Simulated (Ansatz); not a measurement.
# Relaxation of ZnPb2

Aim: in ZnPb2, a structure type of another compound, with these elements put in, relax the atoms in a fixed cell, then read levels, charges and fields where it ends.

Program: Ansatz 0.2.0. Level of theory: DFT, PBE, no spin polarisation, plane waves, PAW. These are calculated values, not measurements.

**1. Geometry**

The structure is trigonal, space group R-3m (No. 166). Conventional cell: a = 3.975 Å, b = 3.975 Å, c = 18.994 Å, α = 90.00°, β = 90.00°, γ = 120.00°. Around Zn (site symmetry -3m) lie 6 Pb at 2.79 Å. Pb (site symmetry 3m) has 3 Zn at 2.79 Å as nearest neighbours.

The coordinates stand in the input below.

It starts from an earlier solution of the starting cell (checkpoint.read).

**2. The relaxation**

Input file input.yaml:

```yaml
crystal:
  lattice:
    - [3.975279, 0.0, 0.0]
    - [-1.987639, 3.442693, 0.0]
    - [0.0, -2.295125, 6.331372]
  atoms:
    - { symbol: Zn, position: [0.0, 0.0, 0.0] }
    - { symbol: Pb, position: [0.25, 0.5, 0.75] }
    - { symbol: Pb, position: [0.75, 0.5, 0.25] }
  symmetry: { tolerance: 0.0003 }
kpoints:
  mp_grid: { grid: [8, 8, 8], shift: [0, 0, 0] }
magnetization:
  spin_polarized: false
scf:
  occupations: { method: fermi_dirac }
  lower_state_search: "off"
hamiltonian:
  pseudopotentials: { kind: paw }
  xc: pbe
basis:
  ecutwfc: 420
  fft_grid_basis: typed
relax:
  max_steps: 60
  f_tol: 0.03
output:
  forces: true
  stress: true
  eigenvalues: true
  bader: true
  populations: true
  elf: true
  write_potential: true
  volumetric_format: npy
  dos:
    e_range: [-12, 8]
    de: 0.05
    projected: { site_lists: { Pb: [Pb], Zn: [Zn] } }
  write_density: true
checkpoint:
  read: saved_state
```

On the command line:

```bash
$ ansatz run input.yaml --threads 2 --pin off --max-ram 2560MiB --backend cpu --events-out ev --progress --plain --runs-dir out
```

What does the calculation give? Wanted: moves; energy gained; largest move; pressure left in the fixed cell; character; Bader charges.

The runs gave:

| quantity | value |
| --- | --- |
| moves | 4 |
| energy gained | 69.8 meV/atom |
| largest move | 0.34 Å (Pb) |
| space group (0.01 Å), before / after | R-3m / R-3m |
| pressure left in the fixed cell | -0.7 GPa |
| character | metal |
| density of states, mean within 0.25 eV of the Fermi level | 1.8 per eV per cell |
| Bader charges | Zn -0.06, Pb +0.03 e |

In words: In the fixed cell the largest move of an atom is 0.34 Å; the energy fell by 69.8 meV per atom. With 12 symmetry operations imposed, the end may be a saddle point towards distortions that break them. It is a metal; within 0.25 eV of the Fermi level the density of states averages 1.8 per eV per cell, mostly Pb p (82 %). Bader's partition shows almost no charge transfer.

Caveats: the SCF threshold is loose for a stress.
